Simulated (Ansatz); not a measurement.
## C2H5AlO, SMILES C=[CH][AlH][OH]: a rigid scan of one bond angle

Run with Ansatz 0.2.0, Python API.

The script, `c2h5alo_bend.py`:
```python
import ansatz as az
from ase import Atoms

BASIS_SET = "6-31G*"
XC = "cam_b3lyp"
FORCE_TOL = 0.02


def main() -> None:
    atoms = Atoms(["C", "C", "Al", "O", "H", "H", "H", "H", "H"], positions=[
        (0.3293, 1.2503, -0.9111),
        (0.5601, -0.0086, -0.8593),
        (-0.012, -1.1022, 0.6755),
        (-0.8205, -0.3251, 2.0777),
        (0.593, 1.8684, -1.8033),
        (-0.2592, 1.8067, -0.1233),
        (1.1308, -0.4811, -1.6655),
        (0.4111, -2.6437, 0.7196),
        (-1.8441, -0.4111, 1.8726),
    ])

    first = (
        az.Crystal.molecule_from_ase(atoms).calculation()
        .basis(gaussian=BASIS_SET)
        .functional(XC)
        .relax(force_tolerance=FORCE_TOL, max_steps=80)
    )
    atoms.positions = first.run(threads=1, pin="off").report["positions_ang"]

    rows = []
    for angle in [90, 100, 110, 120, 135, 150, 165, 179]:
        bent = atoms.copy()
        bent.set_angle(2, 3, 8, angle, indices=[8])
        model = az.Crystal.molecule_from_ase(bent).calculation().basis(gaussian=BASIS_SET).functional(XC)
        rows.append((angle, model.run(threads=1, pin="off").report["free_energy_ev"]))
    floor = min(e for _, e in rows)
    for angle, e in rows:
        print(f"angle Al2-O3-H8 = {angle:3d} deg   {1000 * (e - floor):9.1f} meV")


if __name__ == "__main__":
    main()
```

```console
$ python c2h5alo_bend.py
angle Al2-O3-H8 =  90 deg       297.2 meV
angle Al2-O3-H8 = 100 deg       120.8 meV
angle Al2-O3-H8 = 110 deg        29.2 meV
angle Al2-O3-H8 = 120 deg         0.0 meV
angle Al2-O3-H8 = 135 deg        33.4 meV
angle Al2-O3-H8 = 150 deg       110.4 meV
angle Al2-O3-H8 = 165 deg       183.1 meV
angle Al2-O3-H8 = 179 deg       217.3 meV
```

The scan is rigid, and the energies are electronic, in a modest basis. The zero is the lowest point of the grid, which needn't be the minimum. Wall time of the script: 52 s on 1 thread of Arm Neoverse V2 (shared host), peak memory 0.23 GiB.
